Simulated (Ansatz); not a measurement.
**Si₄H₈: small, medium and large basis sets**

How large a basis does Si₄H₈ need? Two functionals are run in growing sets.

The runs use Ansatz 0.2.0, Gaussian basis; one geometry, several basis sets.

Levels to be run: PBE0-D4/def2-SVP; ωB97M-V/def2-SVP; PBE0-D4/def2-QZVPP; ωB97M-V/def2-QZVPP; the functionals' def2-TZVPP values are taken from earlier runs.

### Step 1. The relaxed structure

All runs share one geometry, relaxed beforehand with PBE0-D4 in a triple-zeta def2 set.

SMILES `[SiH2]1[SiH2][SiH2][SiH2]1`, 12 atoms, charge 0, spin multiplicity 1.

Atoms are counted from 1 here; the program's logs count them from 0.

Bond lengths: Si1–Si2 2.364 Å, Si1–Si4 2.364 Å, Si1–H5 1.490 Å, Si1–H6 1.490 Å, Si2–Si3 2.364 Å, Si2–H7 1.489 Å, Si2–H8 1.490 Å, Si3–Si4 2.364 Å, Si3–H9 1.490 Å, Si3–H10 1.490 Å, Si4–H11 1.490 Å, Si4–H12 1.489 Å. Angles: Si2–Si1–Si4 90.0°, Si2–Si1–H5 114.3°, Si2–Si1–H6 114.4°, Si4–Si1–H5 114.3°, Si4–Si1–H6 114.4°, H5–Si1–H6 108.6°, Si1–Si2–Si3 90.0°, Si1–Si2–H7 114.3°, Si1–Si2–H8 114.4°, Si3–Si2–H7 114.3°, Si3–Si2–H8 114.4°, H7–Si2–H8 108.7°, Si2–Si3–Si4 90.0°, Si2–Si3–H9 114.4°, Si2–Si3–H10 114.4°, Si4–Si3–H9 114.4°, Si4–Si3–H10 114.3°, H9–Si3–H10 108.6° and more.

### Step 2. PBE0-D4 in def2-SVP

in.yaml reads:

```yaml
crystal:
  periodic: [false, false, false]
  atoms:
    - {symbol: Si, position_ang: [-0.258230, -1.504336, 0.682691]}
    - {symbol: Si, position_ang: [1.219633, -0.639451, -0.947730]}
    - {symbol: Si, position_ang: [0.260454, 1.505056, -0.680315]}
    - {symbol: Si, position_ang: [-1.221341, 0.638909, 0.945869]}
    - {symbol: H, position_ang: [0.414895, -2.028118, 1.903846]}
    - {symbol: H, position_ang: [-1.197007, -2.542844, 0.173858]}
    - {symbol: H, position_ang: [1.044683, -1.224283, -2.306394]}
    - {symbol: H, position_ang: [2.659851, -0.719872, -0.576251]}
    - {symbol: H, position_ang: [1.201176, 2.539146, -0.166184]}
    - {symbol: H, position_ang: [-0.409133, 2.035056, -1.900774]}
    - {symbol: H, position_ang: [-1.055355, 1.225281, 2.305017]}
    - {symbol: H, position_ang: [-2.659645, 0.715467, 0.566357]}
basis:
  gaussian: {orbitals: def2-SVP}
hamiltonian: {xc: pbe0, dispersion: d4}
output: {orbitals: {seedname: orbitals}}
```

Further steps of the session: ωB97M-V in def2-SVP; PBE0-D4 in def2-QZVPP; ωB97M-V in def2-QZVPP.

**Question.** What will the summary of the whole plan be? Wanted: PBE0-D4: double and triple zeta above quadruple; ωB97M-V: double and triple zeta above quadruple.

The runs gave:

| quantity | value |
| --- | --- |
| PBE0-D4: double and triple zeta above quadruple | 12.05, 1.04 eV |
| ωB97M-V: double and triple zeta above quadruple | 12.07, 0.98 eV |

What this shows: PBE0-D4 gains 11.01 eV from double to triple zeta, then 1.04 eV more. Total energies overstate the basis error of differences, where much of it tends to cancel.
